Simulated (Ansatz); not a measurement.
# Alloy of InP and GaP (8 of 32 In sites exchanged), 64 atoms

Wanted: the relaxed alloy cell and its gap (PBEsol and HSE06).

Method: density functional theory in Ansatz 0.2.0, PAW datasets, plane waves.

## (1) The starting cell

64 atoms (24 In, 8 Ga, 32 P); a = 11.536 Å, b = 11.536 Å, c = 11.536 Å, α = 90.00°, β = 90.00°, γ = 90.00°. All atoms were shaken off their sites by about 0.02 Å along each axis.

The runs, in order: (2) PBEsol cell relaxation at the single k point (¼, ¼, ¼), on 1 × NVIDIA H100 80GB HBM3 with 4 threads of AMD EPYC 7R13; (3) HSE06 single point at the single k point (¼, ¼, ¼), on 1 × NVIDIA H100 80GB HBM3 with 4 threads of AMD EPYC 7R13.

## (2) Relaxing cell and atoms with PBEsol

Input file in.yaml:

```yaml
crystal:
  lattice:
    - [11.536259, 0.000000, 0.000000]
    - [0.000000, 11.536259, 0.000000]
    - [0.000000, 0.000000, 11.536259]
  atoms:
    - { symbol: In, position: [0.999890, 0.001262, 0.998306] }
    - { symbol: In, position: [0.999178, 0.001642, 0.498020] }
    - { symbol: In, position: [0.999726, 0.501255, 0.998932] }
    - { symbol: In, position: [0.998018, 0.502971, 0.498093] }
    - { symbol: In, position: [0.500432, 0.001270, 0.001586] }
    - { symbol: In, position: [0.498852, 0.500768, 0.002418] }
    - { symbol: In, position: [0.249640, 0.250867, 0.998939] }
    - { symbol: In, position: [0.248985, 0.249376, 0.499265] }
    - { symbol: In, position: [0.252110, 0.745947, 0.998931] }
    - { symbol: In, position: [0.251459, 0.752033, 0.500132] }
    - { symbol: In, position: [0.748218, 0.251243, 0.998558] }
    - { symbol: In, position: [0.750058, 0.250136, 0.501932] }
    - { symbol: In, position: [0.250059, 0.997735, 0.252353] }
    - { symbol: In, position: [0.246533, 0.999537, 0.747542] }
    - { symbol: In, position: [0.249641, 0.501480, 0.247558] }
    - { symbol: In, position: [0.248970, 0.499079, 0.750012] }
    - { symbol: In, position: [0.747337, 0.998610, 0.751370] }
    - { symbol: In, position: [0.752591, 0.501912, 0.749033] }
    - { symbol: In, position: [0.000002, 0.250014, 0.253216] }
    - { symbol: In, position: [0.998430, 0.253475, 0.750673] }
    - { symbol: In, position: [0.999969, 0.752208, 0.749196] }
    - { symbol: In, position: [0.498680, 0.250249, 0.248062] }
    - { symbol: In, position: [0.500656, 0.247149, 0.751823] }
    - { symbol: In, position: [0.501915, 0.750984, 0.750788] }
    - { symbol: Ga, position: [0.499489, 0.000667, 0.499254] }
    - { symbol: Ga, position: [0.500395, 0.504241, 0.499549] }
    - { symbol: Ga, position: [0.751855, 0.749055, 0.999419] }
    - { symbol: Ga, position: [0.748816, 0.750227, 0.500597] }
    - { symbol: Ga, position: [0.745914, 0.999340, 0.248230] }
    - { symbol: Ga, position: [0.750905, 0.499137, 0.250406] }
    - { symbol: Ga, position: [0.001191, 0.749971, 0.249241] }
    - { symbol: Ga, position: [0.499441, 0.749707, 0.250839] }
    - { symbol: P, position: [0.123085, 0.126305, 0.124920] }
    - { symbol: P, position: [0.125159, 0.127728, 0.622786] }
    - { symbol: P, position: [0.124296, 0.623798, 0.121246] }
    - { symbol: P, position: [0.123353, 0.624810, 0.625066] }
    - { symbol: P, position: [0.626516, 0.123075, 0.126933] }
    - { symbol: P, position: [0.625532, 0.127635, 0.622299] }
    - { symbol: P, position: [0.621184, 0.624577, 0.127914] }
    - { symbol: P, position: [0.623941, 0.627254, 0.626362] }
    - { symbol: P, position: [0.375045, 0.376509, 0.126799] }
    - { symbol: P, position: [0.375679, 0.376451, 0.623139] }
    - { symbol: P, position: [0.375748, 0.874913, 0.125248] }
    - { symbol: P, position: [0.378248, 0.874361, 0.623989] }
    - { symbol: P, position: [0.876129, 0.373412, 0.122361] }
    - { symbol: P, position: [0.873763, 0.375178, 0.625715] }
    - { symbol: P, position: [0.876979, 0.879113, 0.123450] }
    - { symbol: P, position: [0.876234, 0.877069, 0.626659] }
    - { symbol: P, position: [0.373653, 0.123834, 0.373997] }
    - { symbol: P, position: [0.374300, 0.125800, 0.873735] }
    - { symbol: P, position: [0.378869, 0.624703, 0.378203] }
    - { symbol: P, position: [0.374777, 0.626165, 0.875810] }
    - { symbol: P, position: [0.871770, 0.125064, 0.373983] }
    - { symbol: P, position: [0.873566, 0.126132, 0.875132] }
    - { symbol: P, position: [0.875888, 0.625831, 0.376350] }
    - { symbol: P, position: [0.873762, 0.625070, 0.874066] }
    - { symbol: P, position: [0.126387, 0.377009, 0.372829] }
    - { symbol: P, position: [0.126623, 0.377354, 0.873518] }
    - { symbol: P, position: [0.124910, 0.876803, 0.376784] }
    - { symbol: P, position: [0.122928, 0.872854, 0.873720] }
    - { symbol: P, position: [0.625879, 0.373550, 0.376852] }
    - { symbol: P, position: [0.623030, 0.375413, 0.872687] }
    - { symbol: P, position: [0.623475, 0.872803, 0.374213] }
    - { symbol: P, position: [0.626986, 0.873419, 0.873460] }
  symmetry: { detect: false }
kpoints:
  mp_grid: { grid: [1, 1, 1], shift: [0.25, 0.25, 0.25] }
hamiltonian:
  xc: pbesol
scf:
  occupations: { method: fermi_dirac, width: 0.01 }
relax:
  f_tol: 0.03
  max_steps: 80
  escape_saddle: false
  adjacent_minimum: "off"
  cell: { fix: [shape] }
output:
  forces: true
  eigenvalues: true
  populations: true
```

The run is started by

```
> ansatz run in.yaml --threads 4 --pin off --max-ram 42750MiB --runs-dir r --events-out ev --progress --plain --backend cuda --devices 0, --max-vram 37GiB
```

Output:

```text
Pseudopotentials: kind: paw
Functional definition: PBEsol
  exchange = pbesol_x
  correlation = pbesol_c
Crystal: 64 atoms, lattice volume = 1535.306 Å³
Basis set: ecut = 420 eV, 30047 PW (Γ), exchange–correlation on 160×160×160 points (8 copies of the dense FFT grid, shifted against one another)
Bands: 352, of which v1, the nominal top of the filled ones, is band 288 counted from 1 (287 counted from 0)
Symmetry: 1 space group operations
k-points: 1
Non-local potential: In, projectors of the file, l = 0: 2, l = 1: 2, l = 2: 2, l = 3: 2
Non-local potential: Ga, projectors of the file, l = 0: 2, l = 1: 2, l = 2: 3, l = 3: 1
Non-local potential: P, projectors of the file, l = 0: 2, l = 1: 2, l = 2: 2
PAW form: soft (Blöchl's): semilocal exchange-correlation on the pseudo side does not see the compensation charge
PAW frozen core: In, regenerated for the run's functional, and the local potential with it (the file was generated under x = pbe(κ = 0.804, μ = 0.2195149727645171), c = pbe(β = 0.06672455060314922))
PAW frozen core: Ga, regenerated for the run's functional, and the local potential with it (the file was generated under x = pbe(κ = 0.804, μ = 0.2195149727645171), c = pbe(β = 0.06672455060314922))
PAW frozen core: P, regenerated for the run's functional, and the local potential with it (the file was generated under x = pbe(κ = 0.804, μ = 0.2195149727645171), c = pbe(β = 0.06672455060314922))
PAW one-centre angular grid: In, 590 points (default); XC on 64 Gauss nodes
PAW one-centre angular grid: Ga, 590 points (default); XC on 64 Gauss nodes
PAW one-centre angular grid: P, 110 points (default); XC on 64 Gauss nodes
Initial density: superposition of atomic densities (neutral atoms: chi_scale 0, normalization atom), corrected by the library's trained network
Initial wavefunctions: pseudopotential atomic-orbital guess
Functional: x = pbesol(κ = 0.804, μ = 0.12345679012345678), c = pbesol(β = 0.046)
SCF iter   1: F=—  HF=-186249.948809 eV  |F-HF|=—  |Δ(HF+E_count)|=         —  Δρ=5.71e-3  dr2=7.48e-1  ethr=1.77e-3  ⟨swp⟩=8.0  Hψ=1639  notcnv=0  defer=5
preconditioner: auto → Resta (q_TF=auto, 2.317 Å⁻¹)  ε∞=3.9  [insulator: Δε(μ)=1.557 eV  Ē_g=13.327 eV  σ=0.010 eV  W_gap=1.00  n_scr=340 (ndim 8)  ℏωp=22.7 eV  f_vac=0.019  D(μ)=0.00/eV (n_scr^D=0)  ε∞_Penn≈3.9]
SCF iter   2: F=—  HF=-186249.729814 eV  |F-HF|=—  |Δ(HF+E_count)|=   2.19e-1  Δρ=2.44e-3  dr2=1.41e-1  ethr=1.30e-4  ⟨swp⟩=2.0  Hψ=481  notcnv=0  defer=59
SCF iter   3: F=—  HF=-186249.699733 eV  |F-HF|=—  |Δ(HF+E_count)|=   3.01e-2  Δρ=5.24e-4  dr2=6.03e-3  ethr=2.45e-5  ⟨swp⟩=3.0  Hψ=430  notcnv=0  defer=59
SCF iter   4: F=—  HF=-186249.704159 eV  |F-HF|=—  |Δ(HF+E_count)|=   4.43e-3  Δρ=2.60e-4  dr2=1.48e-3  ethr=1.05e-6  ⟨swp⟩=2.0  Hψ=586  notcnv=0  defer=59
SCF iter   5: F=—  HF=-186249.701015 eV  |F-HF|=—  |Δ(HF+E_count)|=   3.14e-3  Δρ=7.87e-5  dr2=1.41e-4  ethr=2.57e-7  ⟨swp⟩=2.0  Hψ=581  notcnv=0  defer=59
SCF iter   6: F=—  HF=-186249.701130 eV  |F-HF|=—  |Δ(HF+E_count)|=   1.16e-4  Δρ=2.76e-5  dr2=1.62e-5  ethr=2.45e-8  ⟨swp⟩=2.0  Hψ=578  notcnv=0  defer=59
SCF iter   7: F=—  HF=-186249.702302 eV  |F-HF|=—  |Δ(HF+E_count)|=   1.17e-3  Δρ=8.50e-6  dr2=1.98e-6  ethr=2.82e-9  ⟨swp⟩=3.0  Hψ=626  notcnv=0  defer=59
SCF iter   8: F=—  HF=-186249.702303 eV  |F-HF|=—  |Δ(HF+E_count)|=   9.29e-7  Δρ=2.31e-6  dr2=1.56e-7  ethr=3.43e-10  ⟨swp⟩=3.0  Hψ=581  notcnv=0  defer=59
SCF iter   9: F=-186249.702303 eV  HF=-186249.702303 eV  |F-HF|=3.84e-9  |Δ(HF+E_count)|=   7.88e-8  Δρ=1.01e-6  dr2=1.81e-8  ethr=1.74e-11  ⟨swp⟩=13.0  Hψ=1602  notcnv=0
SCF 1 converged in 9 iterations: F = -186249.702303 eV  dr2 = 1.81e-8
relax step   1: F+E_penalty+E_count = -186249.70230334 eV  Δ(F+E_penalty+E_count) = +0.000e0 eV  max|allowed force component| = 1.495e0 eV/Å  Δτ_max = 0.0000 Å  P = +0.798 GPa  Ω = 1535.306 Å³  fix = [alpha, beta, gamma, b/a, c/a]  reactions: b/a -0.016, c/a -0.010 GPa; alpha +0.562, beta +0.544, gamma +0.387 GPa/rad  (9 SCF iters, dr2 threshold 1.00e-7 eV, accepted)
[... 14 lines left out ...]
relax step   2: F+E_penalty+E_count = -186252.20094497 eV  Δ(F+E_penalty+E_count) = -2.499e0 eV  max|allowed force component| = 2.481e-1 eV/Å  Δτ_max = 0.1976 Å  P = -0.642 GPa  Ω = 1550.268 Å³  energy of the carried Pulay correction = -3.507e-3 eV  fix = [alpha, beta, gamma, b/a, c/a]  reactions: b/a -0.001, c/a +0.001 GPa; alpha +0.474, beta +0.451, gamma +0.440 GPa/rad  (7 SCF iters, dr2 thresh [...]
[... 3 lines left out ...]
relax step   3: F+E_penalty+E_count = -186252.32241464 eV  Δ(F+E_penalty+E_count) = -1.215e-1 eV  max|allowed force component| = 6.934e-2 eV/Å  Δτ_max = 0.0690 Å  P = -0.087 GPa  Ω = 1536.449 Å³  energy of the carried Pulay correction = -2.692e-4 eV  fix = [alpha, beta, gamma, b/a, c/a]  reactions: b/a -0.002, c/a +0.001 GPa; alpha +0.443, beta +0.419, gamma +0.444 GPa/rad  (6 SCF iters, dr2 thres [...]
[... 5 lines left out ...]
relax step   4: F+E_penalty+E_count = -186252.32767751 eV  Δ(F+E_penalty+E_count) = -5.263e-3 eV  max|allowed force component| = 3.634e-2 eV/Å  Δτ_max = 0.0150 Å  P = +0.015 GPa  Ω = 1534.191 Å³  energy of the carried Pulay correction = +2.627e-4 eV  fix = [alpha, beta, gamma, b/a, c/a]  reactions: b/a -0.001, c/a +0.001 GPa; alpha +0.448, beta +0.420, gamma +0.450 GPa/rad  (6 SCF iters, dr2 thres [...]
[... 9 lines left out ...]
relax step   5: F+E_penalty+E_count = -186252.32830571 eV  Δ(F+E_penalty+E_count) = -6.282e-4 eV  max|allowed force component| = 4.727e-3 eV/Å  Δτ_max = 0.0051 Å  P = +0.001 GPa  Ω = 1534.479 Å³  energy of the carried Pulay correction = +1.949e-4 eV  fix = [alpha, beta, gamma, b/a, c/a]  reactions: b/a -0.002, c/a +0.001 GPa; alpha +0.447, beta +0.421, gamma +0.447 GPa/rad  (5 SCF iters, dr2 thres [...]
[... 9 lines left out ...]
relax step   6: F+E_penalty+E_count = -186252.32830620 eV  Δ(F+E_penalty+E_count) = -4.938e-7 eV  max|allowed force component| = 4.724e-3 eV/Å  Δτ_max = 0.0000 Å  P = +0.000 GPa  Ω = 1534.479 Å³  fix = [alpha, beta, gamma, b/a, c/a]  reactions: b/a -0.002, c/a +0.001 GPa; alpha +0.447, beta +0.421, gamma +0.447 GPa/rad  stress off target by 2.88e-4 GPa on what of the cell is left free  SCF on the [...]
SCF converged after 5 iterations
Free energy (F): -186252.328306 eV
Harris-Foulkes:  -186252.328306 eV  (|F-HF|=5.82e-11)
Internal energy: -186252.328306 eV  (E = F + TS)
E sigma→0 (E₀):  -186252.328306 eV
Fermi energy:    7.542865 eV
--- Per-component energies (eV) ---
  E_band       = -1786.145530
  E_kinetic    = 9010.433439
  E_local      = -51684.057838  (includes V_loc(G=0)·N_el)
  E_nonlocal   = 13348.893875
  E_hartree    = 21585.656948
  E_xc         = -7613.949289
  E_vxc        = -4793.410645  (∫ρ·V_xc dr)
  E_paw        = -131368.970822  (= ΣΔE_a)
  E_vpaw       = -10839.317611  (= ΣTr[D̂ρ^β])
  E_aug_tail   = -0.000179  (compensation charges beyond the density's cutoff)
  E_ewald      = -39544.374996
  E_core_change = 14.040557  (= ΣΔE_core)
  E_smearing   = -0.000000  (= −TS)
  E_closure    = 0.000000  (closes the sum)
  Σ components = -186252.328306   (vs F -186252.328306, Δ=0.00e0)
--- Forces (eV/Å), atoms counted from 1 ---
  atom   1  In     0.00148337    -0.00010663     0.00091795
  atom   2  In     0.00090232    -0.00007172    -0.00133778
  atom   3  In     0.00076364    -0.00023873    -0.00005965
  atom   4  In     0.00009735    -0.00021260     0.00016994
  atom   5  In     0.00176211    -0.00057097     0.00216616
  atom   6  In    -0.00011338    -0.00183566     0.00062964
  atom   7  In    -0.00000921     0.00012267     0.00057257
  atom   8  In    -0.00108607    -0.00105167    -0.00053824
  atom   9  In     0.00094962    -0.00163676     0.00015982
  atom  10  In     0.00079903    -0.00106912     0.00020123
  atom  11  In    -0.00030181     0.00066174    -0.00015435
  atom  12  In    -0.00097135     0.00064213    -0.00032929
  atom  13  In     0.00072685     0.00082516     0.00126518
  atom  14  In    -0.00034840     0.00052219     0.00029171
  atom  15  In    -0.00001017     0.00164831     0.00090348
  atom  16  In     0.00038252     0.00215656     0.00005556
  atom  17  In    -0.00018149     0.00123725     0.00012708
  atom  18  In     0.00056087     0.00213007    -0.00071829
  atom  19  In    -0.00050280    -0.00020951     0.00021517
  atom  20  In    -0.00196774     0.00031390     0.00116441
  atom  21  In    -0.00137508    -0.00043329    -0.00044234
  atom  22  In    -0.00009118    -0.00054893     0.00004563
  atom  23  In     0.00025825    -0.00212207     0.00149377
  atom  24  In     0.00021863    -0.00099971    -0.00112055
  atom  25  Ga     0.00271085    -0.00472391    -0.00260623
  atom  26  Ga    -0.00177808    -0.00300760     0.00073006
  atom  27  Ga    -0.00197981     0.00040926    -0.00092365
  atom  28  Ga     0.00117641     0.00090562     0.00213321
  atom  29  Ga     0.00062418    -0.00068442     0.00100792
  atom  30  Ga     0.00094572     0.00012341    -0.00126579
  atom  31  Ga    -0.00369610    -0.00137521     0.00011563
  atom  32  Ga    -0.00217622    -0.00022451    -0.00287512
  atom  33  P     -0.00136194     0.00040258    -0.00012035
  atom  34  P      0.00231075    -0.00061073    -0.00026387
  atom  35  P      0.00054732    -0.00026954    -0.00089605
  atom  36  P     -0.00036840     0.00011102     0.00007854
  atom  37  P     -0.00194843     0.00039865    -0.00170016
  atom  38  P      0.00042959     0.00212364     0.00125765
  atom  39  P      0.00008157    -0.00011195     0.00065429
  atom  40  P      0.00014913     0.00079872     0.00078633
  atom  41  P      0.00052312    -0.00007670    -0.00116610
  atom  42  P      0.00119754     0.00288366    -0.00158770
  atom  43  P      0.00211201    -0.00004789     0.00014478
  atom  44  P     -0.00114735     0.00028978     0.00065320
  atom  45  P     -0.00049807     0.00231855    -0.00038738
  atom  46  P      0.00005304    -0.00071250     0.00122425
  atom  47  P      0.00007720    -0.00044874     0.00073457
  atom  48  P     -0.00033795    -0.00137158    -0.00068476
  atom  49  P     -0.00153998     0.00053819    -0.00034612
  atom  50  P     -0.00008412     0.00221152    -0.00166442
  atom  51  P      0.00015921    -0.00053346     0.00122437
  atom  52  P     -0.00176380     0.00030670     0.00057542
  atom  53  P      0.00160832    -0.00057008    -0.00013518
  atom  54  P      0.00011662     0.00073804    -0.00106040
  atom  55  P      0.00186695     0.00000792     0.00023721
  atom  56  P      0.00085625    -0.00067873     0.00027455
  atom  57  P     -0.00014102    -0.00047813    -0.00109354
  atom  58  P      0.00005159    -0.00076675    -0.00083914
  atom  59  P     -0.00019383     0.00260494     0.00043434
  atom  60  P     -0.00060823     0.00022160    -0.00029307
  atom  61  P     -0.00000463    -0.00040899    -0.00006884
  atom  62  P      0.00029788    -0.00162843     0.00144701
  atom  63  P     -0.00132738     0.00211175     0.00075519
  atom  64  P      0.00111268     0.00007175    -0.00017098
  max |Σ_I F_I| component: 1.49e-6 eV/Å
--- Stress (GPa, compression-positive) ---
        0.001034      -0.447413      -0.421407
       -0.447413      -0.001313      -0.446950
       -0.421407      -0.446950       0.001144
  P = ⅓ Tr σ = 0.0003 GPa (0.003 kbar)
--- Band table (eV) ---
  k-point 0: bands = [... 276 lower levels ..., "5.8427", "5.9084", "5.9231", "5.9456", "5.9844", "6.0577", "6.0741", "6.2963", "6.3159", "6.3416", "6.7193", "6.7306", "8.3523", "8.5750", "8.7557", "8.7756", "8.7854", "9.0284", "9.0764", "9.0915", "9.2325", "9.2635", "9.3062", "9.3390", ... 52 higher levels ...]
--- Relaxed structure (5 steps of the walk, 5 accepted, 1 SCFs on fresh bases) ---
  F+E_penalty+E_count = -186252.32830620 eV   max|allowed force component| = 4.724e-3 eV/Å   (the final SCF, on the basis selected at the relaxed cell)
  cell:  # Å, volume = 1534.4788 Å³
    - [11.53418629573251, 1.5989671350733987e-111, -5.043913447897363e-112]
    - [1.5989671350733987e-111, 11.53418629573251, -8.092481363496777e-113]
    - [-5.043913447897363e-112, -8.092481363496777e-113, 11.53418629573251]
  atoms:
    - { symbol: In, position: [0.9953381982236297, -0.004016950426689988, 1.0045703681436755] }
    - { symbol: In, position: [0.9944566686956043, -0.00496309924363277, 0.4948719652121665] }
[... 62 atoms left out; the next input holds them all, rounded ...]
--- Löwdin populations: 64 sites ---
  site symbol       q [e]
     0     In     12.7294
     1     In     12.7341
     2     In     12.7295
     3     In     12.7299
     4     In     12.7300
     5     In     12.7291
     6     In     12.7340
     7     In     12.7318
     8     In     12.7310
     9     In     12.7293
    10     In     12.7316
    11     In     12.7300
    12     In     12.7308
    13     In     12.7337
    14     In     12.7296
    15     In     12.7315
    16     In     12.7321
    17     In     12.7309
    18     In     12.7316
    19     In     12.7360
    20     In     12.7322
    21     In     12.7288
    22     In     12.7303
    23     In     12.7292
    24     Ga     12.9668
    25     Ga     12.9671
    26     Ga     12.9641
    27     Ga     12.9619
    28     Ga     12.9621
    29     Ga     12.9630
    30     Ga     12.9639
    31     Ga     12.9612
    32      P      5.2264
    33      P      5.2249
    34      P      5.1663
    35      P      5.2260
    36      P      5.1651
    37      P      5.1638
    38      P      5.0439
    39      P      5.1045
    40      P      5.2287
    41      P      5.1693
    42      P      5.1680
    43      P      5.1624
    44      P      5.1682
    45      P      5.2253
    46      P      5.0450
    47      P      5.1659
    48      P      5.1633
    49      P      5.2279
    50      P      5.1041
    51      P      5.2284
    52      P      5.1645
    53      P      5.2256
    54      P      5.0434
    55      P      5.1654
    56      P      5.2269
    57      P      5.2277
    58      P      5.1661
    59      P      5.2263
    60      P      5.1040
    61      P      5.2278
    62      P      4.9881
    63      P      5.1655
  spilling = 0.002491 (of n_electrons = 576.000000)
```

Run time: 8.1 s. Hardware: 1 × NVIDIA H100 80GB HBM3 with 4 threads of AMD EPYC 7R13, shared host; peak host memory 1.6 GiB.

The walk (solves on a freshly chosen basis count as rows, and their energies jump a little):

```csv
accepted step,energy change (eV),largest force component (eV/Å),SCF cycles,pressure (GPa)
1,0.000,1.495,9,0.80
2,-2.499,0.248,7,-0.64
3,-2.620,0.069,6,-0.09
4,-2.625,0.036,6,0.01
5,-2.626,0.005,5,0.00
6,-2.626,0.005,5,0.00
```

Largest shifts, less the median shift:

```csv
atom,shift (Å),dx,dy,dz
P48,0.262,-0.158,-0.149,-0.147
P45,0.248,-0.146,0.138,0.146
P59,0.227,-0.124,-0.142,-0.127
P35,0.223,-0.110,0.115,0.156
P40,0.213,0.014,-0.006,-0.213
P61,0.213,0.001,0.208,-0.044
P47,0.209,-0.138,-0.121,0.101
P38,0.188,-0.101,-0.136,-0.082
```

|  | before | after | change |
| --- | --- | --- | --- |
| a (Å) | 11.536 | 11.534 | -0.02 % |
| b (Å) | 11.536 | 11.534 | -0.02 % |
| c (Å) | 11.536 | 11.534 | -0.02 % |
| volume (Å³/atom) | 23.989 | 23.976 | -0.05 % |

Bonds in the relaxed cell, counted within a distance cut:

```csv
pair,count,mean (Å),spread (Å),least,most
Ga–P,32,2.388,0.012,2.366,2.414
In–P,96,2.536,0.009,2.516,2.558
```

Spacing of the frontier levels at the single k point (¼, ¼, ¼): 1.62 eV (6.731 to 8.352 eV).

(Part 1 of 2 ends here.)
